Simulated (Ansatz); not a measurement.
**H3O3SSi radical: one species, many methods**

The task here is to estimate one member of a computed series from the others.

Program: Ansatz 0.2.0, Gaussian basis. Level of theory: functionals in def2-TZVPP, the program's frozen cores in correlated methods. These are calculated values, not measurements.

Plan: PBE-D4, r2SCAN-D4, PBE0-D4, B3LYP-D4, ωB97X-V, ωB97M-V, B2PLYP; CCSD(T)/def2-TZVPP; MP2/def2-QZVPP; extrapolation to the limit.

### The geometry

An earlier PBE0-D4 in a triple-zeta def2 set relaxation fixed the geometry.

8 atoms, charge 0, spin multiplicity 2.

Atoms are counted from 1 here; the program's logs count them from 0.

Bond lengths: O1–Si2 1.627 Å, O1–H6 0.960 Å, Si2–O3 1.635 Å, Si2–O4 1.629 Å, Si2–S5 2.119 Å, O3–H7 0.959 Å, O4–H8 0.958 Å. Angles: Si2–O1–H6 116.3°, O1–Si2–O3 115.7°, O1–Si2–O4 106.0°, O1–Si2–S5 106.6°, O3–Si2–O4 106.9°, O3–Si2–S5 105.6°, O4–Si2–S5 116.5°, Si2–O3–H7 117.2°, Si2–O4–H8 118.0°.

Set-up of the first run:

File in.yaml:

```yaml
crystal:
  periodic: [false, false, false]
  atoms:
    - {symbol: O, position_ang: [-1.510777, 0.245455, 0.593074]}
    - {symbol: Si, position_ang: [0.028534, 0.176427, 0.070892]}
    - {symbol: O, position_ang: [0.887597, -1.122533, 0.567718]}
    - {symbol: O, position_ang: [-0.052119, 0.098059, -1.554112]}
    - {symbol: S, position_ang: [1.020300, 1.860716, 0.887995]}
    - {symbol: H, position_ang: [-2.184822, -0.023743, -0.034816]}
    - {symbol: H, position_ang: [1.047145, -1.208840, 1.509443]}
    - {symbol: H, position_ang: [0.764161, -0.025542, -2.040193]}
basis:
  gaussian: {orbitals: def2-TZVPP}
magnetization: {spin_polarized: true, initial_magnetization: 1}
hamiltonian: {xc: pbe, dispersion: d4}
output: {forces: true, orbitals: {seedname: orbitals}}
```

The run is started by

```sh
> ansatz run in.yaml --threads 2 --pin off --events-out ev --progress --plain --max-ram 32768MiB --backend cpu
```

Among the steps run: PBE-D4 (GGA); r2SCAN-D4 (meta-GGA); PBE0-D4 (hybrid); B3LYP-D4 (hybrid); ωB97X-V (range-separated); ωB97M-V (range-separated); B2PLYP (double hybrid); CCSD(T) in def2-TZVPP; MP2 in def2-QZVPP.

One of the session's tables, all rows but one given; the rest of the session is left out.

| method | atomisation energy (kcal/mol) |
| --- | --- |
| PBE-D4 | 754.9 |
| r2SCAN-D4 | 746.5 |
| PBE0-D4 | 733.5 |
| B3LYP-D4 | 736.2 |
| ωB97X-V | 744.3 |
| ωB97M-V | 746.1 |
| B2PLYP | 731.6 |
| HF/def2-TZVPP | 511.2 |
| MP2/def2-TZVPP | 746.1 |
| CCSD/def2-TZVPP | 706.5 |
| CCSD(T)/def2-TZVPP | 719.9 |
| MP2/CBS | ? |
| CCSD(T)/CBS | 747.2 |

Q: Estimate the row for MP2/CBS from the others.

**Answer.** atomisation energy (kcal/mol): 773.4. In the column «atomisation energy (kcal/mol)» it is the highest.

Some runs used a GPU and others CPU threads alone; cost is compared among the CPU runs only.

Among the levels timed on like hardware, those that no quicker one beats, quickest first: PBE-D4 (12 s, +7.7 kcal/mol); r2SCAN-D4 (31 s, -0.7 kcal/mol).

Caveats from the session: Free atoms (3 O, 1 Si, 1 S, 3 H) were run apart at each level; the atomisation energy is their sum less the molecule, without zero-point or spin-orbit terms.
